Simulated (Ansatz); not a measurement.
**CH3FN2Si: a ladder of functionals and wavefunction methods**

Aim: compute CH3FN2Si with functionals from several rungs and with coupled cluster. The yardstick is the atomisation energy at the CCSD(T) limit.

Method: functionals in def2-TZVPP, the program's frozen cores in correlated methods; program: Ansatz 0.2.0, Gaussian basis.

Plan: LDA (SPW92), PBE-D4, revPBE-D4, BLYP-D4, r2SCAN-D4, B97M-V, PBE0-D4, B3LYP-D4, r2SCANh-D4, r2SCAN0-D4, HSE06-D4, BHLYP-D4, CAM-B3LYP-D4, LC-ωPBE, ωB97X-V, ωB97M-V, B2PLYP, PBE-QIDH; CCSD(T)/def2-SVP; CCSD(T)/def2-TZVPP; MP2/def2-QZVPP; extrapolation to the limit; RPA on PBE.

## 1. The geometry

All runs share one geometry, relaxed beforehand with PBE0-D4 in a triple-zeta def2 set.

SMILES `N[Si]1(F)C=N1`, 8 atoms, charge 0, spin multiplicity 1.

Atoms are counted from 1 here; the program's logs count them from 0.

Bond lengths: N1–Si2 1.678 Å, N1–H6 1.004 Å, N1–H7 1.004 Å, Si2–F3 1.585 Å, Si2–C4 1.745 Å, Si2–N5 1.736 Å, C4–N5 1.307 Å, C4–H8 1.094 Å. Angles: Si2–N1–H6 123.3°, Si2–N1–H7 122.5°, H6–N1–H7 114.1°, N1–Si2–F3 105.7°, N1–Si2–C4 128.7°, N1–Si2–N5 124.2°, F3–Si2–C4 122.7°, F3–Si2–N5 119.4°, C4–Si2–N5 44.1°, Si2–C4–N5 67.6°, Si2–C4–H8 166.5°, N5–C4–H8 125.9°, Si2–N5–C4 68.3°.

## 2. LDA

This LDA is Slater exchange with PW92 correlation.

File in.yaml:

```yaml
crystal:
  periodic: [false, false, false]
  atoms:
    - {symbol: N, position_ang: [1.129717, 0.718067, 0.647269]}
    - {symbol: Si, position_ang: [-0.202512, 0.277147, -0.271873]}
    - {symbol: F, position_ang: [-0.795948, 1.630986, -0.843758]}
    - {symbol: C, position_ang: [-1.118513, -1.207651, -0.224594]}
    - {symbol: N, position_ang: [-0.289118, -1.165220, -1.233259]}
    - {symbol: H, position_ang: [1.728134, 0.054434, 1.105215]}
    - {symbol: H, position_ang: [1.427005, 1.672694, 0.743264]}
    - {symbol: H, position_ang: [-1.786567, -2.037556, 0.021936]}
basis:
  gaussian: {orbitals: def2-TZVPP}
hamiltonian: {xc: lda}
output: {orbitals: {seedname: orbitals}}
```

Command:

```console
$ ansatz run in.yaml --threads 2 --pin off --events-out ev --progress --plain --max-ram 4352MiB
```

The runs that follow: PBE-D4 (GGA); revPBE-D4 (GGA); BLYP-D4 (GGA); r2SCAN-D4 (meta-GGA); B97M-V (meta-GGA); B3LYP-D4 (hybrid); r2SCANh-D4 (hybrid); r2SCAN0-D4 (hybrid); HSE06-D4 (hybrid); BHLYP-D4 (hybrid); CAM-B3LYP-D4 (range-separated); LC-ωPBE (range-separated); ωB97X-V (range-separated); ωB97M-V (range-separated); B2PLYP (double hybrid); PBE-QIDH (double hybrid); CCSD(T) in def2-SVP; CCSD(T) in def2-TZVPP; MP2 in def2-QZVPP; RPA on PBE orbitals.

**Question.** What will the summary of the whole plan be? Wanted: atomisation energy, CCSD(T)/CBS; farthest beyond LDA; mean size of error, GGA; mean size of error, meta-GGA; mean size of error, hybrid; mean size of error, range-separated; mean size of error, double hybrid; gap, smallest and largest; T1 diagnostic.

As calculated:

| quantity | value |
| --- | --- |
| atomisation energy, CCSD(T)/CBS | 32.864 eV |
| functionals within 0.164 eV (0.5 %) | revPBE-D4, r2SCAN-D4, B97M-V, PBE0-D4, B3LYP-D4, HSE06-D4, LC-ωPBE |
| farthest beyond LDA | BHLYP-D4 (-1.493 eV) |
| mean size of error, GGA | 0.456 eV |
| mean size of error, meta-GGA | 0.091 eV |
| mean size of error, hybrid | 0.494 eV |
| mean size of error, range-separated | 0.157 eV |
| mean size of error, double hybrid | 0.384 eV |
| gap, smallest and largest | 2.94 eV (LDA (SPW92)), 10.81 eV (LC-ωPBE) |
| T1 diagnostic | 0.0122 |
| triples share of the correlation energy | 4.0 % |

What this shows: The LDA atomisation energy is off by 5.512 eV (17 %): it overbinds. PBE-D4 is off by +1.052 eV. Double hybrids carry the basis error of their MP2 part in triple zeta, and no dispersion term here, so their miss is partly the set-up's. The rungs meta-GGA, range-separated miss on average by less than the doubt on the reference (0.164 eV), so they tie. The reference freezes the cores and leaves out relativity and excitations past (T), so misses under about 0.164 eV can't be ranked. Hartree-Fock recovers 66 % of the binding; the rest is correlation. CCSD(T) in def2-SVP is off by -3.109 eV, so the small basis spoils what the method gains. Orbital gaps span 2.9 to 10.8 eV; exact exchange widens them.
